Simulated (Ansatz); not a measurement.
C2H6Cl2Si, SMILES C[SiH2]C(Cl)Cl: vertical spin-state energies, run with Ansatz 0.2.0 through its Python package.

The script reads `c2h6cl2si.xyz`:
```text
11

C    -0.92330    1.07910    0.50920
Si    0.49540   -0.00290    0.55400
C     0.58690   -1.14430   -0.89640
Cl   -0.74020   -2.18480   -0.94930
Cl    0.75700   -0.22310   -2.40990
H    -0.95330    1.77430   -0.39520
H    -0.96720    1.78320    1.37620
H    -1.86810    0.57280    0.47830
H     0.45920   -0.75470    1.87000
H     1.73080    0.83590    0.67760
H     1.48810   -1.79250   -0.79380
```

The script, `spin_c2h6cl2si.py`:
```python
"""Gap between spin states of C2H6Cl2Si at one geometry."""

import warnings

import ansatz as az


def main() -> None:
    warnings.simplefilter("ignore", az.DeckWarning)

    geometry = az.Crystal.molecule_from_extxyz("c2h6cl2si.xyz")

    calculation = geometry.calculation().basis(gaussian="def2-SVPD").functional("pbe", dispersion="d4")
    found = {}
    for unpaired in [0, 2]:
        data = calculation.spin("collinear", total=unpaired).run().report
        s = unpaired / 2
        found[unpaired] = data["free_energy_ev"]
        print(f"2S+1 = {unpaired + 1}: E = {found[unpaired]:.5f} eV, <S^2> = {abs(data['mean_field']['state']['spin_squared']):.3f} (pure state {s * (s + 1):.2f})")
    lowest = min(found, key=found.get)
    for unpaired, e in found.items():
        print(f"multiplicity {unpaired + 1}: {(e - found[lowest]):.3f} eV above the lowest")


if __name__ == "__main__":
    main()
```

Which spin state is lowest at this geometry, and how far above lie the others?

In order: multiplicity 1 (+0.00 eV) and multiplicity 3 (+5.42 eV), all at the one geometry.

What the script printed:

```console
$ python spin_c2h6cl2si.py
2S+1 = 1: E = -35066.06383 eV, <S^2> = 0.000 (pure state 0.00)
2S+1 = 3: E = -35060.64839 eV, <S^2> = 2.002 (pure state 2.00)
multiplicity 1: 0.000 eV above the lowest
multiplicity 3: 5.415 eV above the lowest
```

Total energies depend on the basis set; only differences at equal settings carry meaning. The geometry is a force-field or estimated start, not a minimum of this method, and the basis set is short of its limit. All parts are taken at fixed geometry, without zero-point energy. Run time: 48 s on 1 thread of Arm Neoverse V2, on a shared host, peak memory 0.42 GiB.
